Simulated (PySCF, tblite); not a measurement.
# C4H7BClN: geometry, infrared bands and NMR shifts

Wanted: the infrared bands and NMR shifts of C4H7BClN (`ClBNCC1=CC1`), by calculation.

Computed with tblite 0.8.0 and PySCF 2.14.0, with density-fitted response routines of our own, on a single molecule in the gas phase. Atoms count from 0, in the outputs and in this text.

## (1) The molecule as given

14 atoms, charge 0, multiplicity 1; geometry from: force field or distance geometry start.

Bonds of the start (Å): Cl0–B1 1.86, B1–N2 1.53, N2–C3 1.44, C3–C4 1.49, C4–C5 1.33, C5–C6 1.48, C6–C4 1.50, B1–H7 1.20, N2–H8 1.04, C3–H9 1.13, C3–H10 1.10, C5–H11 1.08, C6–H12 1.10, C6–H13 1.11.

## (2) Relaxing the molecule with GFN2-xTB

The job: settings as JSON, then the geometry in Å.

```
{"job": {"kind": "relax", "xc": "GFN2-xTB", "basis": "xTB"}, "charge": 0, "multiplicity": 1}
Cl     1.450200     0.403200     2.061000
B      2.063600     0.416800     0.306900
N      1.580300    -0.683100    -0.637900
C      0.282500    -1.121500    -0.199800
C     -0.736900    -0.029900    -0.152300
C     -1.146900     1.222200    -0.330700
C     -2.168900     0.267400     0.160900
H      3.158900     0.886400     0.186200
H      1.590500    -0.328900    -1.619100
H      0.366800    -1.478500     0.867300
H     -0.148900    -1.960800    -0.761600
H     -0.961600     2.254700    -0.606900
H     -2.934600    -0.111100    -0.539700
H     -2.395700     0.262700     1.243500
```

Started as:

```sh
$ OMP_NUM_THREADS=1 python probes_run.py task.json out
```

One launch serves the whole session: the jobs run in the order shown.

**Question.** This job is followed by: GFN2-xTB harmonic vibrations, gas phase; GIAO PBE0/pcSseg-1 NMR shielding, non-relativistic, gas phase. What will the session give for the following? strongest single infrared mode (GFN2-xTB); zero-point energy (GFN2-xTB); ¹³C shifts against TMS (PBE0/pcSseg-1); ¹H shifts against TMS (PBE0/pcSseg-1, means over atoms taken as alike); ³⁵Cl shifts against HCl (PBE0/pcSseg-1); ¹¹B shifts against BF3·OEt2 (PBE0/pcSseg-1); ¹⁵N shifts against NH3 (PBE0/pcSseg-1).

**Answer**, as computed:

| quantity | value |
| --- | --- |
| strongest single infrared mode (GFN2-xTB) | 1443 cm⁻¹, 211 km/mol |
| zero-point energy (GFN2-xTB) | 65.6 kcal/mol |
| ¹³C shifts against TMS (PBE0/pcSseg-1) | 130.5, 108.6, 45.5, 10.2 ppm |
| ¹H shifts against TMS (PBE0/pcSseg-1, means over atoms taken as alike) | 6.84, 5.09, 4.85, 4.68, 1.15 ppm |
| ³⁵Cl shifts against HCl (PBE0/pcSseg-1) | 94 ppm |
| ¹¹B shifts against BF3·OEt2 (PBE0/pcSseg-1) | 32.0 ppm |
| ¹⁵N shifts against NH3 (PBE0/pcSseg-1) | 134.3 ppm |

**Reading.** The optimisation took 92 steps and gained 1.150 eV; among the close pairs (by a distance rule), B1–N2 changed most, from 1.528 to 1.381 Å. No mode is imaginary among the 36: a minimum at this level. The strongest single mode, at 1443 cm⁻¹, moves mainly N2 and B1. Unscaled tight-binding wavenumbers are off by several per cent, some by more. Its intensities can rank the bands wrongly. H11 (hydrogen on an alkene CH) lies farthest downfield among hydrogen, at 6.84 ppm; olefinic region. At PBE0/pcSseg-1: Shielding is most anisotropic at Cl0 (span 438 ppm, paramagnetic term -293 ppm).
